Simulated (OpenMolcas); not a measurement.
# Ag³⁺ among point charges: CASSCF and CASPT2 levels and susceptibility

Aim: the splitting of the states of Ag³⁺ in the field of 6 point charges, its lowest levels with spin-orbit coupling and its magnetic susceptibility.

Method: state-averaged CASSCF and CASPT2, spin-orbit coupling by RASSI with atomic mean-field integrals. Code: OpenMolcas 26.06.

## Step 1: The atom as given

```
Species                           : Ag³⁺ (silver, Z = 47, 44 electrons)
Basis                             : ANO-RCC-VDZP [6s5p3d1f], 43 functions
Scalar Hamiltonian                : DKH2, point nucleus
Inactive shells                   : 1s 2s 2p 3s 3p 3d 4s 4p
Active space                      : 8 electrons in 5 orbitals (4d)
Some configurations of this space : 4d8
Orbitals                          : optimised for each spin and parity, averaged over all roots
```

The outer shells:

4d8
```
4d [↑↓][↑↓][↑↓][↑ ][↑ ]
```

The ion sits among 6 point charges of -1.5 e arranged as an octahedron (Oh), 1.77 Å from the ion.

Each step is its own input file, run in one work folder so that later steps find the files of earlier ones. Labels, J, g values, rates, χT and fits are worked out afterwards by a script from the matrices that RASSI stores. The input lists half of the charges; inversion (Group=XYZ) makes the rest.

## Step 2: GATEWAY and SEWARD: basis and integrals

Contents of a.inp:

```
&GATEWAY
Coord
1

Ag 0.0 0.0 0.0
Basis=ANO-RCC-VDZP
Group=XYZ
NoMove
AngMom=0.0 0.0 0.0
AMFI
XField
3 Angstrom 0
1.770000 0.000000 0.000000 -1.500000
0.000000 1.770000 0.000000 -1.500000
0.000000 0.000000 1.770000 -1.500000
&SEWARD
```

Launch:

```console
$ OMP_NUM_THREADS=1 MOLCAS_MEM=1689 MOLCAS_PROJECT=a pymolcas a.inp > a.log
```

## Step 3: Reference wave functions, triplets of even parity, 10 roots

Contents of a.inp:

```
&RASSCF
FileOrb=start.orb
Symmetry=1
Spin=3
nActEl=8 0 0
Inactive=9 9
Ras2=5 0
CIRoot=10 10 1
SDav=10
CIMx=300
Iter=120 100
PrWF=0.3
OrbListing=Nothing
MaxOrb=0
>>> COPY $Project.JobIph JOB001
```

start.orb holds the contracted functions of the basis, ordered by shell, or the orbitals of the step before.

## Step 4: Reference wave functions, singlets of even parity, 15 roots

Contents of a.inp:

```
&RASSCF
FileOrb=start.orb
Symmetry=1
Spin=1
nActEl=8 0 0
Inactive=9 9
Ras2=5 0
CIRoot=15 15 1
SDav=15
CIMx=300
Iter=120 100
PrWF=0.3
OrbListing=Nothing
MaxOrb=0
>>> COPY $Project.JobIph JOB002
```

## Step 5: RASSI: spin-orbit coupling between the states

Contents of a.inp:

```
&RASSI
NrOfJobIphs=2 10 15
1 2 3 4 5 6 7 8 9 10
1 2 3 4 5 6 7 8 9 10 11 12 13 14 15
IphNames
JOB001
JOB002
EJob
SpinOrbit
DIPRint=1.0
SOCoupling=1000.0
Subsets=2
Property=9
'ANGMOM' 1 'ANGMOM' 2 'ANGMOM' 3 'MLTPL  1' 1 'MLTPL  1' 2 'MLTPL  1' 3
'AMFI' 1 'AMFI' 2 'AMFI' 3
SOProperty=3
'ANGMOM' 1 'ANGMOM' 2 'ANGMOM' 3
```

## Step 6: CASPT2: IPEA 0.25, imaginary shift 0.1 (closed shells correlated: 4s 4p)

Contents of a.inp:

```
>>> COPY JOB001 $Project.JobIph
&CASPT2
Multistate=10 1 2 3 4 5 6 7 8 9 10
NoMult
Frozen=8 6
IPEA=0.25
Imaginary=0.1
MaxIter=60
WThr=0.0 0.3 0.05
PrWF=0.5
NoMix
>>> COPY JOB002 $Project.JobIph
&CASPT2
Multistate=15 1 2 3 4 5 6 7 8 9 10 11 12 13 14 15
NoMult
Frozen=8 6
IPEA=0.25
Imaginary=0.1
MaxIter=60
WThr=0.0 0.3 0.05
PrWF=0.5
NoMix
```

(Steps that only read results are left out.)

Before running it: what results should come out? Wanted: spin-free ground state; first state of the same spin within the active space; lowest level; next level.

The runs gave:

| quantity | value |
| --- | --- |
| method | SS-CASPT2, IPEA 0.25, imaginary shift 0.1 (closed shells correlated: 4s 4p) |
| spin-free ground state | 3A2, 1-fold in its orbital part |
| first state of the same spin within the active space | 3T2 at 9260 cm⁻¹ |
| lowest level | 3-fold T2 |
| next level | 8048.6 cm⁻¹ |
| χT at 300 K | 1.85 cm³ K/mol |
| effective moment at 300 K | 3.85 μB |

Cost by method:

```tsv
method	time of its own steps	time with the reference
A. CASSCF	5.3 s	5.3 s
B. SS-CASPT2, IPEA 0.25, imaginary shift 0.1, +4s 4p	1.9 s	7.1 s
```

Times are of one thread on a shared host.

The spin-free ground state (3A2) comes to 100 % from free-ion F terms and keeps the highest spin of the shell. χT at 300 K is 1.85, against 1.00 cm³ K/mol for the spin alone, so orbital moment adds to it. A ligand-field fit to the states below 45000 cm-1 gives 10Dq = 9335 cm-1, B = 946 cm-1 and C = 3700 cm-1 (C/B = 3.91), with a deviation of 438 cm-1. CASPT2 does not keep the components of a term degenerate, and the means are used. The field of point charges can differ much from that of real complexes. Point charges carry no covalency, so the field is a model and not that of real ligands.
